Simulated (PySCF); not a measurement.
# Cl4Hf: the cost of one run

The runs use PySCF 2.14.0; levels as typed in each script, gas phase, geometry from GFN2-xTB.

## (1) Starting geometry

SMILES `Cl[Hf](Cl)(Cl)Cl`, 5 atoms, charge 0, spin multiplicity 1.

Bond lengths: Cl1–Hf2 2.244 Å, Hf2–Cl3 2.244 Å, Hf2–Cl4 2.244 Å, Hf2–Cl5 2.244 Å. Angles: Cl1–Hf2–Cl3 109.4°, Cl1–Hf2–Cl4 109.5°, Cl1–Hf2–Cl5 109.5°, Cl3–Hf2–Cl4 109.5°, Cl3–Hf2–Cl5 109.5°, Cl4–Hf2–Cl5 109.5°.

As a file:

```xyz
5
charge 0, multiplicity 1
Cl    1.2962   -0.9953   -1.5376
Hf   -0.0001    0.0000    0.0001
Cl    1.2962    0.9953    1.5374
Cl   -1.2959   -1.5383    0.9946
Cl   -1.2959    1.5383   -0.9949
```

## (2) Density, bond paths and surface potential (B3LYP/def2-svpd)

Contents of input.py:

```python
import numpy as np
from pyscf import gto, scf, dft
from pyscf.scf import atom_ks, atom_hf
from scipy.linalg import block_diag

def solve(mol, dm0=None, hcore=None):
    mf = (dft.UKS if mol.spin else dft.RKS)(mol, xc='b3lyp')
    mf.grids.level = 3
    mf = mf.density_fit(auxbasis='def2-universal-jkfit')
    mf.conv_tol, mf.max_cycle = 1e-8, 80
    if hcore is not None:
        mf.get_hcore = lambda *args: hcore
    mf.kernel(dm0)
    if not mf.converged:
        mf = mf.newton().run(mf.mo_coeff, mf.mo_occ, max_cycle=30)
    assert mf.converged, 'SCF not converged'
    return mf

mol = gto.M(atom='''
Cl     1.29619    -0.99529    -1.53757
Hf    -0.00014    -0.00001     0.00010
Cl     1.29617     0.99530     1.53739
Cl    -1.29590    -1.53831     0.99463
Cl    -1.29588     1.53834    -0.99486
''', basis='def2-svpd', ecp={'Hf': 'def2-svpd'}, charge=0, spin=0, verbose=4)
mf = solve(mol)
mf.analyze()
# spherically averaged free atoms, for the promolecule
atom_ks.AtomSphAverageRKS.init_guess_by_vsap = lambda self, mol=None: self.init_guess_by_minao(mol)  # core potentials
atm = atom_ks.get_atm_nrks(mol, xc='b3lyp')
pro = block_diag(*[(atm[a[0]][2] * atm[a[0]][3]) @ atm[a[0]][2].T for a in mol._atom])
np.savez('result.npz', e=mf.e_tot, c=mf.mo_coeff, occ=mf.mo_occ, eps=mf.mo_energy, pro=pro, dip=mf.dip_moment(verbose=0), s2=mf.spin_square()[0])
```

On the command line:

```console
OMP_NUM_THREADS=1 python input.py
```

Q: Estimate wall time and peak memory on 1 thread of Intel Xeon Platinum 8488C (Sapphire Rapids), shared host.

About 10 s, with a peak of 0.61 GiB.
